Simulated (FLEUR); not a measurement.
Crystal: ZrC.

```
CELL_PARAMETERS angstrom
3.39148 0.00000 0.00000
-1.69574 2.93710 0.00000
0.00000 0.00000 5.29005
ATOMIC_POSITIONS crystal
Zr 0.66667 0.33333 0.75000
Zr 0.33333 0.66667 0.25000
C 0.00000 0.00000 0.50000
C 0.00000 0.00000 0.00000
```

The cell comes from a database or a generator and needn't be the stable form of this composition.

```yaml
Program: FLEUR MaX-R8.1 (later development tree)
Task: single point
Functional: PBEsol
Potentials_or_basis: all-electron
Basis: FLAPW
Kmax: 4.56 1/bohr
k_mesh: 9 × 9 × 5
Occupations: fermi-dirac, width 0.05 eV
Spin: no spin polarisation
Gmax: 14.1 1/bohr
Muffin-tin_radii: Zr 2.43, C 1.58 bohr
lmax: Zr 10, C 8
lnonsphr: Zr 10, C 8
Local_orbitals_a_species: Zr 5, C 3
Max_iterations: 60
Mixing_factor: 0.05
Mixer: Anderson
Mixer_history: 15
```

On this cell: largest force under 0.003 eV/Å; band gap on the k mesh none (metal or under the smearing width).

The same run follows on a disturbed copy (atoms moved at random, drawn with an rms of 0.05 Å):

```
Zr C
1.0
     3.39148    0.00000    0.00000
    -1.69574    2.93710    0.00000
     0.00000    0.00000    5.29005
Zr C
2 2
Direct
  0.65650 0.33618 0.74578
  0.35343 0.68148 0.25339
  0.98932 0.99143 0.50103
  0.00190 0.99084 0.99757
```

Q: What changes?

A: The energy (extrapolated to zero smearing) moves by +20.0 meV/atom; largest force 1.266 eV/Å; band gap on the k mesh none (metal or under the smearing width).

Forces in eV/Å, atoms in the order of the input:
```
Zr   0.501 -0.491  0.584
Zr  -0.616 -0.923 -0.610
C    0.241  0.742 -0.082
C   -0.126  0.672  0.107
```
